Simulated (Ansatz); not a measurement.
LaTi₂GaO₆, space group Cmmm, a single point from an input typed as a dict

Program: Ansatz 0.2.0 through its Python package.

Typed at the interpreter:
```pycon
>>> import warnings
>>> import ansatz
>>> warnings.simplefilter('ignore', ansatz.DeckWarning)
>>> settings = {
...     'crystal': {
...         'lattice': [
...             [3.916278, -3.939299, 0.0],
...             [3.916278, 3.939299, 0.0],
...             [0.0, 0.0, 3.947695],
...         ],
...         'atoms': [
...             {'symbol': 'La', 'position': [0.5, 0.5, 0.5]},
...             {'symbol': 'Ti', 'position': [0.5, 0.0, 0.0]},
...             {'symbol': 'Ti', 'position': [0.0, 0.5, 0.0]},
...             {'symbol': 'Ga', 'position': [0.0, 0.0, 0.5]},
...             {'symbol': 'O', 'position': [0.5, 0.0, 0.5]},
...             {'symbol': 'O', 'position': [0.0, 0.5, 0.5]},
...             {'symbol': 'O', 'position': [0.290356, 0.290356, 0.0]},
...             {'symbol': 'O', 'position': [0.709644, 0.709644, 0.0]},
...             {'symbol': 'O', 'position': [0.237806, 0.762194, 0.0]},
...             {'symbol': 'O', 'position': [0.762194, 0.237806, 0.0]},
...         ],
...     },
...     'kpoints': {'mp_grid': {'grid': [4, 4, 6]}},
...     'hamiltonian': {'xc': 'pbe'},
...     'scf': {'occupations': {'method': 'fermi_dirac', 'width': 0.05}},
...     'basis': {'ecutwfc': '470 eV'},
...     'output': {'forces': True},
... }
>>> res = ansatz.Session.from_dict(settings).plan(threads=1).execute()

>>> summary = res.report
>>> {key: value for key, value in summary.items() if isinstance(value, (int, float)) and 'ev' in key}
{'n_hpsi_unsolved_levels': 1004, 'gap_by_band_count_ev': 0.15583847961285713, 'fermi_energy_ev': 11.215213431691174, 'harris_foulkes_ev': -18449.92284731016, 'scf_correction_max_component_ev_ang': 0.0003405291004155787, 'free_energy_ev': -18449.922847314847, 'internal_energy_ev': -18449.92142430099, 'lagrangian_ev': -18449.922847314847, 'energy_sigma0_ev': -18449.92213580792, 'lagrangian_sigma0_ev': -18449.92213580792, 'lagrangian_above_aufbau_ev': -0.0004937695761088578, 'entropy_ts_ev': 0.0014230138577641135}
>>> res.unlabelled_reasons
[]
>>> print(f'free energy      {summary["free_energy_ev"]:.5f} eV')
free energy      -18449.92285 eV
>>> print(f'per atom         {summary["free_energy_ev"] / len(res.lattice.sites):.5f} eV')
per atom         -1844.99228 eV
>>> print(f'SCF iterations   {summary["n_iterations"]}  (converged: {summary["converged"]})')
SCF iterations   8  (converged: True)
>>> print('forces (eV/A)')
forces (eV/A)
>>> for site, force in zip(res.lattice.sites, summary['forces_ev_ang']):
...     print(f'  {site.symbol:2s} {force[0]:9.4f} {force[1]:9.4f} {force[2]:9.4f}')
...
  La   -0.0000    0.0000    0.0000
  Ti    0.0000    0.0000    0.0000
  Ti    0.0000   -0.0000    0.0000
  Ga    0.0000    0.0000    0.0000
  O     0.0000    0.0000    0.0000
  O     0.0000    0.0000    0.0000
  O    -0.0656    0.0000    0.0000
  O     0.0656    0.0000    0.0000
  O     0.0000   -0.0477    0.0000
  O     0.0000    0.0477    0.0000
```

Caveats:
- Total energies depend on the potentials; only differences at equal settings carry meaning.
- The run is spin-unpolarised.
- Semilocal gaps usually lie well under measured ones.
- The zero of the levels is a convention of the potentials, so an absolute Fermi energy is no work function.
- Semilocal functionals put the empty 4f levels of La too low, which can move the conduction edge.
- This cell is a computed structure, which may not be the phase found in nature.
- Gaps and levels are Kohn-Sham values on a finite set of k-points, without spin-orbit coupling.
- The whole script took 6.4 s on 1 thread of Intel(R) Xeon(R) 6975P-C (Granite Rapids) (shared host), peak memory 0.59 GiB.

(Lines on the test bed's own set-up are left out of the output.)
